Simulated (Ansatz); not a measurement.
# Ge₆H₁₄: geometry optimisation

The task is to find a stationary geometry of Ge₆H₁₄.

Computed with Ansatz 0.2.0, Gaussian basis. Level: RKS PBE0-D4/def2-TZVP.

Plan: relaxation at PBE0-D4/def2-TZVP.

1 further run of the same task is left out (set aside as unsound or not needed).

## 1. The system as given

SMILES `[GeH3][GeH2][GeH2][GeH2][GeH2][GeH3]`, 20 atoms, charge 0, spin multiplicity 1.

Atoms are counted from 1 here; the program's logs count them from 0.

Bond lengths: Ge1–Ge2 2.381 Å, Ge1–H7 1.500 Å, Ge1–H8 1.504 Å, Ge1–H9 1.501 Å, Ge2–Ge3 2.398 Å, Ge2–H10 1.515 Å, Ge2–H11 1.514 Å, Ge3–Ge4 2.397 Å, Ge3–H12 1.517 Å, Ge3–H13 1.515 Å, Ge4–Ge5 2.398 Å, Ge4–H14 1.515 Å, Ge4–H15 1.515 Å, Ge5–Ge6 2.379 Å, Ge5–H16 1.516 Å, Ge5–H17 1.514 Å, Ge6–H18 1.504 Å, Ge6–H19 1.499 Å and more. Angles: Ge2–Ge1–H7 113.6°, Ge2–Ge1–H8 113.0°, Ge2–Ge1–H9 113.5°, H7–Ge1–H8 105.7°, H7–Ge1–H9 105.4°, H8–Ge1–H9 105.0°, Ge1–Ge2–Ge3 116.8°, Ge1–Ge2–H10 108.4°, Ge1–Ge2–H11 109.4°, Ge3–Ge2–H10 109.2°, Ge3–Ge2–H11 110.1°, H10–Ge2–H11 101.9°, Ge2–Ge3–Ge4 115.5°, Ge2–Ge3–H12 108.8°, Ge2–Ge3–H13 110.4°, Ge4–Ge3–H12 108.6°, Ge4–Ge3–H13 110.9°, H12–Ge3–H13 101.6° and more.

The start is a GFN2-xTB geometry.

## 2. Relaxation at PBE0-D4/def2-TZVP

The input, in.yaml:

```yaml
crystal:
  periodic: [false, false, false]
  atoms:
    - {symbol: Ge, position_ang: [-2.075050, 1.814610, -0.562570]}
    - {symbol: Ge, position_ang: [-2.470480, -0.532520, -0.607930]}
    - {symbol: Ge, position_ang: [-0.583160, -1.936780, -1.073580]}
    - {symbol: Ge, position_ang: [1.016170, -2.137330, 0.700130]}
    - {symbol: Ge, position_ang: [1.723030, -0.043880, 1.631170]}
    - {symbol: Ge, position_ang: [2.328720, 1.651660, 0.076010]}
    - {symbol: H, position_ang: [-3.303940, 2.624220, -0.272710]}
    - {symbol: H, position_ang: [-1.066310, 2.219880, 0.476840]}
    - {symbol: H, position_ang: [-1.538220, 2.354860, -1.855420]}
    - {symbol: H, position_ang: [-3.079750, -0.941800, 0.717820]}
    - {symbol: H, position_ang: [-3.595400, -0.833840, -1.575250]}
    - {symbol: H, position_ang: [0.124810, -1.409130, -2.307550]}
    - {symbol: H, position_ang: [-1.043050, -3.301600, -1.544900]}
    - {symbol: H, position_ang: [2.211450, -2.938460, 0.224550]}
    - {symbol: H, position_ang: [0.459130, -3.018840, 1.799630]}
    - {symbol: H, position_ang: [0.615600, 0.483150, 2.522520]}
    - {symbol: H, position_ang: [2.847640, -0.258140, 2.621780]}
    - {symbol: H, position_ang: [1.466170, 1.641270, -1.155870]}
    - {symbol: H, position_ang: [2.229270, 3.045260, 0.619530]}
    - {symbol: H, position_ang: [3.733360, 1.517410, -0.434210]}
basis:
  gaussian: {orbitals: def2-TZVP}
hamiltonian: {xc: pbe0, dispersion: d4}
relax: {f_tol: 0.005, max_steps: 150}
```

Before running them: what should the planned runs give, taken together? Wanted: point group; shift from the start; total energy; dispersion term; dipole moment.

As calculated:

| quantity | value |
| --- | --- |
| point group | C1 |
| steps | 25 |
| shift from the start (rms) | 0.243 Å |
| total energy | -339296.4736 eV |
| dispersion term | -596 meV |
| dipole moment | 0.08 D |

The relaxed geometry lies 0.24 Å (rms) from the start; the bond that changed most is Ge5–Ge6, from 2.379 to 2.423 Å. No vibrations were run, so it is not proven to be a minimum.
